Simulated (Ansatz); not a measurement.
CH4BrClGe, SMILES [CH3][GeH]([Cl])[Br], a rigid scan of one bond length

Computed with Ansatz's Python interface.

Run as a notebook:

```python
import ansatz as az
from ase import Atoms
import numpy as np
```

```python
atoms = Atoms(["C", "Ge", "Cl", "Br", "H", "H", "H", "H"], positions=[
    (-0.4554, 0.8051, 0.46),
    (0.4201, -0.5926, -0.4727),
    (2.1976, -1.0875, 0.5979),
    (-0.8868, -2.4468, -0.5807),
    (-0.7635, 0.5161, 1.4578),
    (0.1553, 1.7565, 0.4981),
    (-1.4032, 1.1082, -0.1023),
    (0.8279, -0.1161, -1.9139),
])
geometry = az.Crystal.molecule_from_ase(atoms)

symbols = [site.symbol for site in geometry.cartesian_sites]
start = np.array([site.position_ang for site in geometry.cartesian_sites])
axis = (start[2] - start[1]) / np.linalg.norm(start[2] - start[1])
moving = [2]
lengths, energies = [1.877, 1.963, 2.048, 2.133, 2.219, 2.304, 2.389, 2.517], []
for length in lengths:
    xyz = start.copy()
    xyz[moving] += (length - np.linalg.norm(start[2] - start[1])) * axis
    point = az.Crystal.molecule()
    for symbol, place in zip(symbols, xyz):
        point = point.atom(symbol, place.tolist())
    job = (
        point.calculation()
        .basis(gaussian="def2-SVP")
        .functional("cam_b3lyp")
    )
    rep = job.run(threads=1).report
    energies.append(rep["free_energy_ev"])
    print(f"r = {length:6.3f} A  E = {energies[-1]:.5f} eV  <S^2> = {abs(rep['mean_field']['state']['spin_squared']):.3f}")
```

    r =  1.877 A  E = -140176.86505 eV  <S^2> = 0.000
    r =  1.963 A  E = -140177.46514 eV  <S^2> = 0.000
    r =  2.048 A  E = -140177.77966 eV  <S^2> = 0.000
    r =  2.133 A  E = -140177.89858 eV  <S^2> = 0.000
    r =  2.219 A  E = -140177.87958 eV  <S^2> = 0.000
    r =  2.304 A  E = -140177.76592 eV  <S^2> = 0.000
    r =  2.389 A  E = -140177.58889 eV  <S^2> = 0.000
    r =  2.517 A  E = -140177.25054 eV  <S^2> = 0.000

```python
fit = np.polynomial.Polynomial.fit(lengths, np.array(energies) - min(energies), 4).convert()
roots = [r.real for r in fit.deriv().roots() if abs(r.imag) < 1e-9 and fit.deriv(2)(r.real) > 0]
r_e = min(roots, key=lambda r: abs(r - lengths[int(np.argmin(energies))]))
print(f"minimum of the fit at {r_e:.4f} A, force constant {fit.deriv(2)(r_e):.2f} eV/A^2")
```

    minimum of the fit at 2.1596 A, force constant 16.88 eV/A^2

Caveats:
- Total energies depend on the basis set; only differences at equal settings carry meaning.
- The rest of the molecule is held rigid at a force-field or estimated start geometry, and the basis set is modest; single-reference methods fail as a bond breaks.
- The orbitals are restricted, so S² is zero by construction.
- The whole script took 49 s on 1 thread of Arm Neoverse V2, on a shared host, peak memory 0.41 GiB.
